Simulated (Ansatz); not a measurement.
Set up this calculation in Ansatz 0.2.0, as the native input.

* Task: single point
* Functional: PBE
* Potentials or basis: Ansatz PAW
* Cutoff: 420 eV (not typed: the program's choice for these potentials)
* k mesh: 4 × 4 × 4
* Occupations: fermi-dirac, width 0.05 eV
* Spin: collinear spin, ferromagnetic start
* Starting moments: [0.0, 0.0, 2.0, 2.0, 2.0, 0.0, 0.0, 0.0, 0.0, 0.0, 0.0, 0.0, 0.0, 0.0, 0.0, 0.0, 0.0, 0.0, 0.0, 0.0, 0.0, 0.0] μB

Crystal: Ba2Tl5V3O12.

```xyz
22
Lattice="4.2370 2.4462 6.1284 -4.2370 2.4462 6.1284 0.0000 -4.8924 6.1284" Properties=species:S:1:pos:R:3 pbc="T T T"
Ba    0.0000    0.0000    9.1926
Ba    0.0000    0.0000    0.0000
V     0.0000    2.4462    6.1284
V    -2.1185   -1.2231    6.1284
V     2.1185   -1.2231    6.1284
Tl    0.0000   -2.4462    3.0642
Tl    2.1185    1.2231    3.0642
Tl   -2.1185    1.2231    3.0642
Tl    0.0000    0.0000   13.6133
Tl    0.0000    0.0000    4.7719
O     2.6932   -0.0671    7.4143
O    -1.2885    2.3659    7.4143
O    -1.4047   -2.2988    7.4143
O    -1.4047    2.2988   10.9708
O     2.6932    0.0671   10.9708
O    -1.2884   -2.3659   10.9708
O    -2.6932    0.0671   10.9708
O     1.2884   -2.3659   10.9708
O     1.4047    2.2988   10.9708
O     1.4047   -2.2988    7.4143
O    -2.6932   -0.0671    7.4143
O     1.2885    2.3659    7.4143
```

The cell was built by a generator and needn't be a form met in nature.

These files were run (other wordings do the same):

input.yaml

```yaml
crystal:
  lattice:
    - [4.23698, 2.44622, 6.1284]
    - [-4.23698, 2.44622, 6.1284]
    - [0.0, -4.89244, 6.1284]
  atoms:
    - { symbol: Ba, position: [0.5, 0.5, 0.5] }
    - { symbol: Ba, position: [0.0, 0.0, 0.0] }
    - { symbol: V, position: [0.5, 0.5, 0.0], spin: 2.0 }
    - { symbol: V, position: [0.0, 0.5, 0.5], spin: 2.0 }
    - { symbol: V, position: [0.5, 0.0, 0.5], spin: 2.0 }
    - { symbol: Tl, position: [0.0, 0.0, 0.5] }
    - { symbol: Tl, position: [0.5, 0.0, 0.0] }
    - { symbol: Tl, position: [0.0, 0.5, 0.0] }
    - { symbol: Tl, position: [0.74045, 0.74045, 0.74045] }
    - { symbol: Tl, position: [0.25955, 0.25955, 0.25955] }
    - { symbol: O, position: [0.71652, 0.08089, 0.41242] }
    - { symbol: O, position: [0.41242, 0.71652, 0.08089] }
    - { symbol: O, position: [0.08089, 0.41242, 0.71652] }
    - { symbol: O, position: [0.58757, 0.91911, 0.28348] }
    - { symbol: O, position: [0.91911, 0.28348, 0.58757] }
    - { symbol: O, position: [0.28348, 0.58757, 0.91911] }
    - { symbol: O, position: [0.28348, 0.91911, 0.58757] }
    - { symbol: O, position: [0.58757, 0.28348, 0.91911] }
    - { symbol: O, position: [0.91911, 0.58757, 0.28348] }
    - { symbol: O, position: [0.41242, 0.08089, 0.71652] }
    - { symbol: O, position: [0.08089, 0.71652, 0.41242] }
    - { symbol: O, position: [0.71652, 0.41242, 0.08089] }
hamiltonian:
  xc: pbe
  pseudopotentials: { kind: paw }
magnetization:
  spin_polarized: true
kpoints:
  mp_grid: { grid: [4, 4, 4] }
scf:
  occupations: { method: fermi_dirac, width: 0.05 }
output:
  forces: true
  stress: true
  eigenvalues: true
```

Potentials or basis: Ansatz PAW.

The run is started by

```bash
$ ansatz run input.yaml --threads 8 --pin off --max-ram 20480MiB --backend cpu --events-out ev --progress --plain --runs-dir out
```

It gave:

* Pressure: 0.0 GPa
* Largest force: 0.017 eV/Å
* Band gap on the k mesh: none (metal or under the smearing width)
* Net moment: 1.10 μB per cell
* Absolute moment: 1.60 μB per cell
* Site moments: Ba +0.00, -0.00; V +0.23; Tl -0.00, +0.02; O -0.01 μB

Caveat: the pressure holds a Pulay correction of +0.4 GPa for the finite cutoff; semilocal functionals often make such compounds metallic where correlation or magnetic order opens a gap, which also shifts bond lengths.

It took 12 s on 8 threads of Intel(R) Xeon(R) 6975P-C (Granite Rapids), on a shared host, peak memory 2.6 GiB.
